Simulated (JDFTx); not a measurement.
# ClTl in JDFTx: notebook

One molecule, ClTl, is run at these levels: RPBE, LDA; tasks: single point, relaxation of the atoms.

Program: JDFTx 1.7.0 (patched build). These are calculated values, not measurements. Logs are shortened: lines on timing, memory, paths and dates and some standing lists are left out, and cuts for length are marked. The log counts tension as positive stress, the text compression.

**1. The molecule as given**

The cell holds a molecule in a box, 2 atoms: a = 9.000 Å, b = 9.000 Å, c = 12.000 Å, α = 90.00°, β = 90.00°, γ = 90.00°.

**2. Single point, RPBE**

Input file vacuum.in:

```
lattice \
   17.0075351216     0.0000000000     0.0000000000 \
    0.0000000000    17.0075351216     0.0000000000 \
    0.0000000000     0.0000000000    22.6767134955
coords-type Cartesian
ion Cl     8.5283339248     8.5434517527     9.0547872079 1
ion Tl     8.5283339248     8.5434517527    13.7504277397 1

ion-species pseudo/Cl.upf
ion-species pseudo/Tl.upf
elec-cutoff 31
elec-ex-corr gga-x-rpbe gga-c-pbe
kpoint-folding 1 1 1
elec-n-bands 16
electronic-minimize nIterations 100 energyDiffThreshold 1e-07
core-overlap-check none
converge-empty-states yes
forces-output-coords Cartesian

dump-name vacuum.$VAR
dump End Ecomponents EigStats BandEigs Kpoints Forces State
```

Potentials or basis: PseudoDojo-SR-PBE-0.5-standard (Cl) + PseudoDojo-SR-PBE-0.4.1-standard (Tl) with smoothed tails.

Launch:

```bash
$ jdftx -c 1 -i vacuum.in -o vacuum.out
```

The program printed:

```text
*************** JDFTx 1.7.0 (patched build) ***************

Input parsed successfully to the following command list (including defaults):
[... the input with its defaults ...]

---------- Setting up symmetries ----------

Found 16 point-group symmetries of the bravais lattice
Found 8 space-group symmetries with basis
Applied RMS atom displacement 0 bohrs to make symmetries exact.

---------- Initializing the Grid ----------
R =
[      17.0075            0            0  ]
[            0      17.0075            0  ]
[            0            0      22.6767  ]
unit cell volume = 6559.38
G =
[   0.369435          0          0  ]
[          0   0.369435          0  ]
[          0          0   0.277077  ]
Minimum fftbox size, Smin = [  88  88  116  ]
Chosen fftbox size, S = [  90  90  120  ]

---------- Exchange Correlation functional ----------
Initialized LibXC exchange functional 'Hammer, Hansen, and Norskov'
Initialized LibXC correlation functional 'Perdew, Burke & Ernzerhof'

---------- Setting up pseudopotentials ----------
Width of ionic core gaussian charges (only for fluid interactions / plotting) set to 0

Reading pseudopotential file 'pseudo/Cl.upf':
  'Cl' pseudopotential, 'PBE' functional
  Generated using ONCVPSP code by D. R. Hamann
  7 valence electrons, 2 orbitals, 6 projectors, 1001 radial grid points, with lMax = 2
    3S    l: 0   occupation:  2.0   eigenvalue: -0.760417
    3P    l: 1   occupation:  5.0   eigenvalue: -0.315867
  Core radius for overlap checks: 1.71 bohrs.

Reading pseudopotential file 'pseudo/Tl.upf':
  'Tl' pseudopotential, 'PBE' functional
  Generated using ONCVPSP code by D. R. Hamann
  13 valence electrons, 3 orbitals, 6 projectors, 1001 radial grid points, with lMax = 2
    5D    l: 2   occupation: 10.0   eigenvalue: -0.569096
    6S    l: 0   occupation:  2.0   eigenvalue: -0.350818
    6P    l: 1   occupation:  1.0   eigenvalue: -0.087112
  Core radius for overlap checks: 2.46 bohrs.

Initialized 2 species with 2 total atoms.

Folded 1 k-points by 1x1x1 to 1 k-points.

---------- Setting up k-points, bands, fillings ----------
No reducable k-points.
Computing the number of bands and number of electrons
Calculating initial fillings.
Turning on subspace rotations due to non-scalar fillings.
nElectrons:  20.000000   nBands: 16   nStates: 1

----- Setting up reduced wavefunction bases (one per k-point) -----
average nbasis = 54225.000 , ideal nbasis = 54075.358

---------- Setting up ewald sum ----------
Optimum gaussian width for ewald sums = 6.653130 bohr.
Real space sum over 1089 unit cells with max indices [  5  5  4  ]
Reciprocal space sum over 1815 terms with max indices [  5  5  7  ]

---------- Allocating electronic variables ----------
Initializing wave functions:  linear combination of atomic orbitals
Note: number of bands (16) exceeds available atomic orbitals (13)
Cl pseudo-atom occupations:   s ( 2 )  p ( 5 )
Tl pseudo-atom occupations:   s ( 2 )  p ( 1 )  d ( 10 )
	FillingsUpdate:  mu: -0.084996389  nElectrons: 20.000000
LCAOMinimize: Iter:   0  Etot: -65.7280413569583004  |grad|_K:  1.971e-02  alpha:  1.000e+00
	FillingsUpdate:  mu: -0.087541670  nElectrons: 20.000000
LCAOMinimize: Iter:   1  Etot: -65.7326819173662642  |grad|_K:  1.911e-02  alpha:  4.627e-02  linmin: -2.327e-01  cgtest:  9.531e-01
LCAOMinimize: 	Wrong curvature in test step, increasing alphaT to 1.388004e-01.
	FillingsUpdate:  mu: -0.089836017  nElectrons: 20.000000
LCAOMinimize: Iter:   2  Etot: -65.7371110209195137  |grad|_K:  1.845e-02  alpha: -3.601e+00  linmin: -2.396e-01  cgtest:  9.536e-01
	FillingsUpdate:  mu: -0.092179740  nElectrons: 20.000000
LCAOMinimize: Iter:   3  Etot: -65.7420102898167897  |grad|_K:  1.758e-02  alpha:  5.532e-02  linmin: -2.477e-01  cgtest:  9.466e-01
LCAOMinimize: None of the convergence criteria satisfied after 3 iterations.

-------- Electronic minimization -----------
ElecMinimize: Iter:   0  Etot: -65.742010289816847  |grad|_K:  3.073e-04  alpha:  1.000e+00
	SubspaceRotationAdjust: set factor to 1.16
ElecMinimize: Iter:   1  Etot: -65.780224774780521  |grad|_K:  2.112e-04  alpha:  4.586e-01  linmin: -5.242e-04
	SubspaceRotationAdjust: set factor to 1.31
ElecMinimize: Iter:   2  Etot: -65.795636166285448  |grad|_K:  1.146e-04  alpha:  3.929e-01  linmin:  8.096e-05
	SubspaceRotationAdjust: set factor to 1.42
ElecMinimize: Iter:   3  Etot: -65.801453107268671  |grad|_K:  7.710e-05  alpha:  5.132e-01  linmin:  1.756e-04
	SubspaceRotationAdjust: set factor to 1.5
ElecMinimize: Iter:   4  Etot: -65.803711974821951  |grad|_K:  5.079e-05  alpha:  4.409e-01  linmin:  2.931e-05
	SubspaceRotationAdjust: set factor to 1.61
ElecMinimize: Iter:   5  Etot: -65.804803152286297  |grad|_K:  3.297e-05  alpha:  4.883e-01  linmin:  5.734e-05
	SubspaceRotationAdjust: set factor to 1.73
ElecMinimize: Iter:   6  Etot: -65.805266226294236  |grad|_K:  2.146e-05  alpha:  4.924e-01  linmin:  8.222e-05
	SubspaceRotationAdjust: set factor to 1.9
ElecMinimize: Iter:   7  Etot: -65.805464768428294  |grad|_K:  1.616e-05  alpha:  4.989e-01  linmin:  3.638e-05
	SubspaceRotationAdjust: set factor to 2.13
ElecMinimize: Iter:   8  Etot: -65.805572329645344  |grad|_K:  1.062e-05  alpha:  4.755e-01  linmin:  3.078e-05
	SubspaceRotationAdjust: set factor to 2.38
ElecMinimize: Iter:   9  Etot: -65.805631345936192  |grad|_K:  7.415e-06  alpha:  6.044e-01  linmin:  2.119e-05
	SubspaceRotationAdjust: set factor to 2.52
ElecMinimize: Iter:  10  Etot: -65.805653979246813  |grad|_K:  5.559e-06  alpha:  4.752e-01  linmin:  3.310e-06
	SubspaceRotationAdjust: set factor to 2.55
ElecMinimize: Iter:  11  Etot: -65.805666058547502  |grad|_K:  3.218e-06  alpha:  4.507e-01  linmin:  8.870e-06
	SubspaceRotationAdjust: set factor to 2.58
ElecMinimize: Iter:  12  Etot: -65.805671089099647  |grad|_K:  2.206e-06  alpha:  5.605e-01  linmin:  6.706e-06
	SubspaceRotationAdjust: set factor to 2.69
ElecMinimize: Iter:  13  Etot: -65.805672840650743  |grad|_K:  1.589e-06  alpha:  4.151e-01  linmin:  3.224e-06
	SubspaceRotationAdjust: set factor to 3.01
ElecMinimize: Iter:  14  Etot: -65.805673883791968  |grad|_K:  9.994e-07  alpha:  4.765e-01  linmin:  8.429e-06
	SubspaceRotationAdjust: set factor to 3.4
ElecMinimize: Iter:  15  Etot: -65.805674386209489  |grad|_K:  6.711e-07  alpha:  5.806e-01  linmin:  7.660e-06
	SubspaceRotationAdjust: set factor to 3.71
ElecMinimize: Iter:  16  Etot: -65.805674581216635  |grad|_K:  4.736e-07  alpha:  4.998e-01  linmin:  3.116e-06
	SubspaceRotationAdjust: set factor to 3.86
ElecMinimize: Iter:  17  Etot: -65.805674666441817  |grad|_K:  2.907e-07  alpha:  4.382e-01  linmin:  1.733e-06
	SubspaceRotationAdjust: set factor to 3.86
ElecMinimize: Iter:  18  Etot: -65.805674700206183  |grad|_K:  1.815e-07  alpha:  4.607e-01  linmin:  8.212e-07
ElecMinimize: Converged (|Delta Etot|<1.000000e-07 for 2 iters).
Setting wave functions to eigenvectors of Hamiltonian
Converging empty states (this may take a while): |deigs|: 1.758e-02

# Ionic positions in cartesian coordinates:
ion Cl   8.528333924800000   8.543451752699999   9.054787207900000 1
ion Tl   8.528333924800000   8.543451752699999  13.750427739700001 1

# Forces in Cartesian coordinates:
force Cl   0.000000000000000   0.000000000000000  -0.012421077759808 1
force Tl   0.000000000000000   0.000000000000000   0.012360612680422 1

# Energy components:
   Eewald =       -9.8879641011035471
       EH =       49.0194692974210469
     Eloc =     -121.3641098449374738
      Enl =       -8.4090059548793743
      Exc =      -23.7119203363696229
 Exc_core =       11.5064178700872617
       KE =       37.0414383695755163
-------------------------------------
     Etot =      -65.8056747002061826

IonicMinimize: Iter:   0  Etot: -65.805674700206183  |grad|_K:  7.154e-03
IonicMinimize: None of the convergence criteria satisfied after 0 iterations.

#--- Lowdin population analysis ---
# oxidation-state Cl -0.402
# oxidation-state Tl +0.451

Dumping 'vacuum.eigStats' ...
	eMin: -0.667629 at state 0 ( [ +0.000000 +0.000000 +0.000000 ] spin 0 )
	HOMO: -0.210826 at state 0 ( [ +0.000000 +0.000000 +0.000000 ] spin 0 )
	mu  : -0.096229
	LUMO: -0.061602 at state 0 ( [ +0.000000 +0.000000 +0.000000 ] spin 0 )
	eMax: +0.046507 at state 0 ( [ +0.000000 +0.000000 +0.000000 ] spin 0 )
	HOMO-LUMO gap: +0.149223
	Optical gap  : +0.149223 at state 0 ( [ +0.000000 +0.000000 +0.000000 ] spin 0 )
Done!
[note: without smearing the FillingsUpdate lines are those of the first guess, not of the final state]
```

Wall time 56 s (1 thread of Arm Neoverse V2, shared host); peak memory 0.26 GiB.

What came out:

```
Free energy                     : -1790.6636 eV
Largest force                   : 0.639 eV/Å
Gap between the frontier levels : 4.06 eV
Loewdin charges                 : Cl -0.40; Tl +0.45 e
```

Forces on the atoms (eV/Å):
```
Cl   0.000  0.000 -0.639
Tl   0.000  0.000  0.636
```

Caveat: forces may be off by hundredths of an eV/Å; the potentials were made for another functional, which shifts forces and pressure; spin-orbit coupling is left out, which as a rule narrows the gap of such compounds by several tenths of an eV. RPBE gaps usually lie below the measured ones, often by a third to a half.

**3. Relaxation of the atoms, LDA (atoms moved at random, drawn with an rms of 0.05 Å)**

Input file TlCl.in:

```
include TlCl.lattice
coords-type Lattice
include TlCl.ionpos

ion-species pseudo/Cl.upf
ion-species pseudo/Tl.upf
elec-cutoff 31
elec-ex-corr lda-PW
kpoint-folding 1 1 1
elec-n-bands 10
electronic-minimize nIterations 100 energyDiffThreshold 1e-07
coulomb-interaction Isolated
coulomb-truncation-embed 0.502126 0.501866 0.502732
core-overlap-check none
forces-output-coords Cartesian
ionic-minimize nIterations 40 energyDiffThreshold 1e-6 knormThreshold 1e-4

dump-name run.$VAR
dump End Ecomponents EigStats BandEigs Kpoints Forces
```

Input file TlCl.lattice:

```
lattice \
   17.0075351216     0.0000000000     0.0000000000 \
    0.0000000000    17.0075351216     0.0000000000 \
    0.0000000000     0.0000000000    22.6767134955
```

Input file TlCl.ionpos:

```
ion Cl     0.4985690000     0.5020220000     0.3978040000 1
ion Tl     0.5056830000     0.5017100000     0.6076600000 1
```

Potentials or basis: PseudoDojo-SR-LDA-0.4.1-standard with smoothed tails.

Launch:

```bash
$ jdftx -c 1 -i TlCl.in -o TlCl.out
```

Wall time 87 s (1 thread of Arm Neoverse V2, shared host); peak memory 0.45 GiB.

The run converged. Its results:

- Free energy: -1794.7175 eV
- Energy gained by relaxing: 4.3 meV/atom
- Ionic steps: 4
- Largest force after relaxing: 0.006 eV/Å
- Loewdin charges: Cl -0.37; Tl +0.42 e

Forces in eV/Å, atoms in the order of the input:
```
Cl   0.000  0.000  0.006
Tl   0.000  0.000 -0.002
```

The path:
| step | energy change (eV) | largest force (eV/Å) |
| --- | --- | --- |
| 1 | 0.0000 | 0.3749 |
| 2 | -0.0026 | 0.3182 |
| 3 | -0.0084 | 0.0566 |
| 4 | -0.0086 | 0.0056 |

Final structure:
```
Cl Tl
1.0
     8.99998    0.00000    0.00000
     0.00000    8.99998    0.00000
     0.00000    0.00000   11.99999
Cl Tl
1 1
Cartesian
  4.4877 4.5182 4.7956
  4.5506 4.5154 7.2699
```
